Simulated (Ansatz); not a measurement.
# Cu: the cost of one run

Program: Ansatz 0.2.0. Level of theory: DFT r2SCAN, scalar-relativistic, plane waves, PAW. These are calculated values, not measurements.

1 further run of the same task is left out (set aside as unsound or not needed).

## (1) The system as given

Symmetry: Cmcm, No. 63, orthorhombic system. The conventional cell has a = 2.437 Å, b = 7.953 Å, c = 2.475 Å, α = 90.00°, β = 90.00°, γ = 90.00°. Cu (site symmetry m2m) has 10 Cu at 2.44 to 2.54 Å as nearest neighbours.

As a file:

```cif
data_structure
_symmetry_space_group_name_H-M 'Cmcm'
_symmetry_Int_Tables_number 63
_cell_length_a 2.4369
_cell_length_b 7.9528
_cell_length_c 2.4755
_cell_angle_alpha 90.000
_cell_angle_beta 90.000
_cell_angle_gamma 90.000
_cell_volume 47.98
loop_
_atom_site_label
_atom_site_type_symbol
_atom_site_symmetry_multiplicity
_atom_site_Wyckoff_symbol
_atom_site_fract_x
_atom_site_fract_y
_atom_site_fract_z
_atom_site_occupancy
Cu1 Cu 4 c 0.00000 0.86613 0.25000 1
```

It goes back to an entry of the Materials Project, which need not be the stable form.

The cell is taken as given, not relaxed at this level.

## (2) The undisturbed cell

The input, input.yaml:

```yaml
crystal:
  lattice:
    - [1.21846369, -3.9763780104, 0.0]
    - [1.21846369, 3.9763780104, 0.0]
    - [0.0, 0.0, 2.4754955235]
  atoms:
    - { symbol: Cu, position: [0.13386665, 0.86613335, 0.25] }
    - { symbol: Cu, position: [0.86613335, 0.13386665, 0.75] }
basis:
  ecutwfc: 500
kpoints:
  mp_grid: { grid: [22, 22, 22] }
hamiltonian:
  xc: r2scan
scf:
  occupations: { method: gaussian, width: 0.15 }
output:
  forces: true
  stress: true
  eigenvalues: true
  write_density: true
  write_potential: true
  elf: true
  volumetric_format: npy
```

On the command line:

```
$ ansatz run input.yaml --threads 1 --pin off --max-ram 2560MiB --backend cpu --events-out ev --progress --plain --runs-dir out
```

What time and memory should one allow on 1 thread of Intel Xeon at 2.50GHz (Skylake/Cascade Lake), shared host?

About 4.3 min, with a peak of 1.1 GiB.
